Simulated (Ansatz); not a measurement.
**Sn2Ir (Sn2Ir (111), 6 layers): how the settings move a single-point run**

How sensitive is a single-point run of Sn2Ir (Sn2Ir (111), 6 layers) to its settings? A reference run comes first, then one run with altered input.

Method: reference: DFT, LDA, all-electron LAPW, scalar-relativistic, in Ansatz 0.2.0.

### Step 1. The starting structure

It takes space group P-3m1 (No. 164, trigonal). The conventional cell has a = 4.458 Å, b = 4.458 Å, c = 21.459 Å, α = 90.00°, β = 90.00°, γ = 120.00°. Sn (site symmetry 3m) has 3 Ir at 2.73 Å and 3 Sn at 3.12 Å as nearest neighbours. Ir (site symmetry 3m) is surrounded by 7 Sn at 2.68 to 2.73 Å. Sn (site symmetry 3m) is surrounded by 4 Ir at 2.68 to 2.71 Å.

As a file:

```cif
data_structure
_symmetry_space_group_name_H-M 'P-3m1'
_symmetry_Int_Tables_number 164
_cell_length_a 4.4575
_cell_length_b 4.4575
_cell_length_c 21.4593
_cell_angle_alpha 90.000
_cell_angle_beta 90.000
_cell_angle_gamma 120.000
_cell_volume 369.26
loop_
_atom_site_label
_atom_site_type_symbol
_atom_site_symmetry_multiplicity
_atom_site_Wyckoff_symbol
_atom_site_fract_x
_atom_site_fract_y
_atom_site_fract_z
_atom_site_occupancy
Sn1 Sn 2 c 0.00000 0.00000 0.37477 1
Ir1 Ir 2 d 0.33333 0.66667 0.41767 1
Sn2 Sn 2 d 0.66667 0.33333 0.45737 1
```

### Step 2. The reference run

File input.yaml:

```yaml
crystal:
  lattice:
    - [4.4575016955, 0.0, 0.0]
    - [-2.2287508478, 3.8603097057, 0.0]
    - [0.0, 0.0, 21.4593]
  atoms:
    - { symbol: Sn, position: [0.0, 0.0, 0.3747709475] }
    - { symbol: Ir, position: [0.3333333333, 0.6666666667, 0.4176708308] }
    - { symbol: Sn, position: [0.6666666667, 0.3333333333, 0.4573669373] }
    - { symbol: Sn, position: [0.3333333333, 0.6666666667, 0.5426330628] }
    - { symbol: Ir, position: [0.6666666667, 0.3333333333, 0.582329169] }
    - { symbol: Sn, position: [0.0, 0.0, 0.6252290526] }
kpoints:
  mp_grid: { grid: [9, 9, 1] }
scf:
  occupations: { method: fermi_dirac, width: 0.08 }
hamiltonian:
  xc: lda
  pseudopotentials: { kind: all_electron, lapw: { basis_error: 0.001 } }
output:
  forces: true
  stress: true
  eigenvalues: true
efield:
  axis: 3
  amplitude: 0.2
  dipole_correction: true
```

Command:

```sh
> ansatz run input.yaml --threads 2 --pin off --max-ram 5120MiB --backend cpu --events-out ev --progress --plain --runs-dir out
```

### Step 3. A run with other settings

Changes to input.yaml since step 2:

```diff
@@ -16,2 +16,3 @@
   occupations: { method: fermi_dirac, width: 0.08 }
+  convergence: { dr2_threshold: 0.0001 }
 hamiltonian:
```

(Steps that only read results are left out.)

Before running it: what results should come out? Wanted: for each run, ending; energy change; gap; force.

As calculated:

| run | ending | energy change | gap (eV) | force (eV/Å) | cycles | time |
| --- | --- | --- | --- | --- | --- | --- |
| reference | converged | 0 | 0.00 | 0.02 | 9 | 75 s |
| 1: dr2_threshold 0.0001 | converged | 0.0 meV/atom | 0.00 | 0.02 | 7 | 64 s |

Residual by cycle in the longest SCF loop of each run; runs are numbered as in the table. The quantity is the density residual dr2, in eV.

```
cycle  reference    run 1
    1       10.5     10.5
    2       7.31     7.31
    3      0.101    0.101
    4    0.00818  0.00818
    5    0.00135  0.00135
    6     4.0e-5   4.0e-5
    7     2.8e-6   2.8e-6
    8     1.6e-7        -
    9     1.7e-8        -
```

**Reading.** The changed convergence setting doesn't alter the result here (within 0.5 meV/atom). Cost: 7 SCF cycles against 9.
